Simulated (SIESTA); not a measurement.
Write the native input for SIESTA 5.4.2 that does the following.

| Property | Result |
| --- | --- |
| Task | band structure |
| Functional | LDA |
| Potentials or basis | PseudoDojo 0.4 standard (LDA files) |
| Basis | DZP (energy shift 0.003 Ry; two zetas on semicore shells) |
| Grid cutoff | 800 Ry |
| Energy shift | 0.003 Ry |
| k mesh | 5 × 5 × 6 |
| Occupations | fermi-dirac, width 0.05 eV |
| Spin | no spin polarisation |

Crystal: CuSn3.

```xyz
8
Lattice="6.6229 0.0000 0.0000 -3.3114 5.7356 0.0000 0.0000 0.0000 5.0048" Properties=species:S:1:pos:R:3 pbc="T T T"
Sn    0.0000    1.9769    1.2512
Sn   -1.5994    4.7471    1.2512
Sn    1.5994    4.7471    1.2512
Sn    3.3114    3.7586    3.7536
Sn    4.9108    0.9885    3.7536
Sn    1.7121    0.9885    3.7536
Cu    0.0000    3.8237    3.7536
Cu    3.3114    1.9119    1.2512
```

The cell comes from a database or a generator and needn't be the stable form of this composition.

One way to write it, as run:

CuSn3.fdf

```
SystemName                      CuSn3
SystemLabel                     CuSn3
NumberOfSpecies                 2
NumberOfAtoms                   8
%block ChemicalSpeciesLabel
  1  50 Sn
  2  29 Cu
%endblock ChemicalSpeciesLabel

LatticeConstant                 1.0 Ang
%block LatticeVectors
     6.6228840908     0.0000000000     0.0000000000
    -3.3114420454     5.7355858689     0.0000000000
     0.0000000000     0.0000000000     5.0048080000
%endblock LatticeVectors
AtomicCoordinatesFormat         Fractional
%block AtomicCoordinatesAndAtomicSpecies
     0.1723395050     0.3446790100     0.2500000000  1  Sn
     0.1723395050     0.8276604950     0.2500000000  1  Sn
     0.6553209900     0.8276604950     0.2500000000  1  Sn
     0.8276604950     0.6553209900     0.7500000000  1  Sn
     0.8276604950     0.1723395050     0.7500000000  1  Sn
     0.3446790100     0.1723395050     0.7500000000  1  Sn
     0.3333333333     0.6666666667     0.7500000000  2  Cu
     0.6666666667     0.3333333333     0.2500000000  2  Cu
%endblock AtomicCoordinatesAndAtomicSpecies

%block kgrid.MonkhorstPack
    5   0   0  0.0
    0   5   0  0.0
    0   0   6  0.0
%endblock kgrid.MonkhorstPack
XC.Functional                   LDA
XC.Authors                      PW92
PAO.BasisSize                   DZP
PAO.EnergyShift                 0.003 Ry
Mesh.Cutoff                     800 Ry
OccupationFunction              FD
ElectronicTemperature           0.05 eV
MaxSCFIterations                120
SCF.MustConverge                false
SCF.Mixer.Method                Pulay
SCF.Mixer.Weight                0.25
SCF.Mixer.History               8
SCF.DM.Tolerance                5.0e-05
SCF.H.Tolerance                 1.0e-03 eV
WriteForces                     true
Charge.Mulliken                 end
BandLinesScale                  ReciprocalLatticeVectors
%block BandLines
    1    0.000000   0.000000   0.000000  \Gamma
    9    0.500000   0.000000   0.000000  M
    5    0.333333   0.333333   0.000000  K
   10    0.000000   0.000000   0.000000  \Gamma
   10    0.000000   0.000000   0.500000  A
    9    0.500000   0.000000   0.500000  L
    5    0.333333   0.333333   0.500000  H
   10    0.000000   0.000000   0.500000  A
    1    0.500000   0.000000   0.500000  L
   10    0.500000   0.000000   0.000000  M
    1    0.333333   0.333333   0.000000  K
   10    0.333333   0.333333   0.500000  H
%endblock BandLines
%block PAO.Basis
  Sn 4
  n=5 0 2
    6.393 0.000
  n=5 1 2
    8.565 0.000
  n=4 2 2
    3.767 0.000
  n=5 2 1
    8.565
  Cu 5
  n=3 0 2
    2.379 0.000
  n=4 0 2
    7.181 0.000
  n=3 1 2
    2.662 0.000
  n=4 1 1
    7.181
  n=3 2 2
    4.908 0.000
%endblock PAO.Basis
```

Potentials or basis: PseudoDojo 0.4 standard (LDA files), DZP (energy shift 0.003 Ry; two zetas on semicore shells).

Command:

```bash
$ siesta < CuSn3.fdf > CuSn3.out 2>&1
```

Results of the run:

```yaml
Pressure: -4.3 GPa
Largest_force: 0.336 eV/Å
Band_gap_on_the_k_mesh: none (metal or under the smearing width)
```

Caveat: short orbitals over semicore shells can move pressures by several GPa; spin-orbit coupling is left out, which moves the levels of the heavy elements; the basis of atomic orbitals isn't converged, which shifts pressures, moduli and gaps.

Wall time 5.1 min on 1 thread of Arm Neoverse V2 (shared host), peak memory 0.9 GiB.
